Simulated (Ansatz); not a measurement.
**Ti: a tetragonal deformation path**

The task here is to estimate one member of a computed series from the others.

Method: DFT PBEsol, scalar-relativistic, plane waves, PAW, in Ansatz 0.2.0.

**The starting structure**

It takes space group Fm-3m (No. 225, cubic). Conventional cell: a = 4.060 Å, b = 4.060 Å, c = 4.060 Å, α = 90.00°, β = 90.00°, γ = 90.00°. Around Ti (site symmetry m-3m) lie 12 Ti at 2.87 Å.

As a file:

```
CELL_PARAMETERS angstrom
0.00000 2.03000 2.03000
2.03000 0.00000 2.03000
2.03000 2.03000 0.00000
ATOMIC_POSITIONS crystal
Ti 0.00000 0.00000 0.00000
```

The cell is taken as given, not relaxed at this level.

**Zero of energy**

The reference gives a free energy of -2473.8497 eV, pressure -0.28 GPa, largest force 0.000 eV/Å and gap on the mesh none (metal). It was computed beforehand with the settings of the runs below.

Set-up of the first run:

At fixed volume and fractional coordinates, lengths along (0.000, 0.000, 1.000) are scaled against those across it; ρ is that ratio over its starting value.

File input.yaml:

```yaml
crystal:
  lattice:
    - [0.0, 2.2787126677, 1.6110498561]
    - [2.2787126677, 0.0, 1.6110498561]
    - [2.2787126677, 2.2787126677, 0.0]
  atoms:
    - { symbol: Ti, position: [0.0, 0.0, 0.0] }
basis:
  ecutwfc: 420
kpoints:
  mp_grid: { grid: [22, 22, 22] }
hamiltonian:
  xc: pbesol
scf:
  occupations: { method: gaussian, width: 0.15 }
output:
  forces: true
  stress: true
  eigenvalues: true
```

The run is started by

```sh
ansatz run input.yaml --threads 1 --pin off --max-ram 2560MiB --backend cpu --events-out ev --progress --plain --runs-dir out
```

Among the steps run: Point ρ = 0.707; ρ = 1.414; Point ρ = 0.850; ρ = 1.200; ρ = 0.780; At ρ = 1.300; ρ = 0.920; At ρ = 1.100; ρ = 0.650; At ρ = 1.500; At ρ = 0.960; At ρ = 1.050.

One of the session's tables, all rows but one given; the rest of the session is left out.

The scan, with free energies counted from the undisturbed cell:

| ρ | ΔE (meV/atom) | pressure (GPa) |
| --- | --- | --- |
| 0.650 | 38.5 | -1.1 |
| 0.707 | 45.7 | -1.2 |
| 0.780 | 39.8 | -1.0 |
| 0.850 | 24.6 | -0.5 |
| 0.920 | 7.9 | -0.3 |
| 0.960 | 2.0 | -0.3 |
| 1.000 | 0.0 | -0.3 |
| 1.050 | ? | ? |
| 1.100 | 10.0 | -0.4 |
| 1.200 | 34.5 | -1.0 |
| 1.300 | 74.8 | -1.7 |
| 1.414 | 144.2 | -2.1 |
| 1.500 | 220.5 | -1.7 |

Estimate the missing values for ρ = 1.050.

Worked estimate for «ΔE (meV/atom)». A straight line through the neighbours (1.000, 0.0) and (1.100, 10.0) gives 0.0 + (10.0 − 0.0) × (1.050 − 1.000) / (1.100 − 1.000) = 5.0; a parabola fitted to 4 rows on both sides gives 3.1.

As computed: ΔE (meV/atom): 2.8; pressure (GPa): -0.3. In «ΔE (meV/atom)» the line misses by +2.2 and the parabola by +0.3.
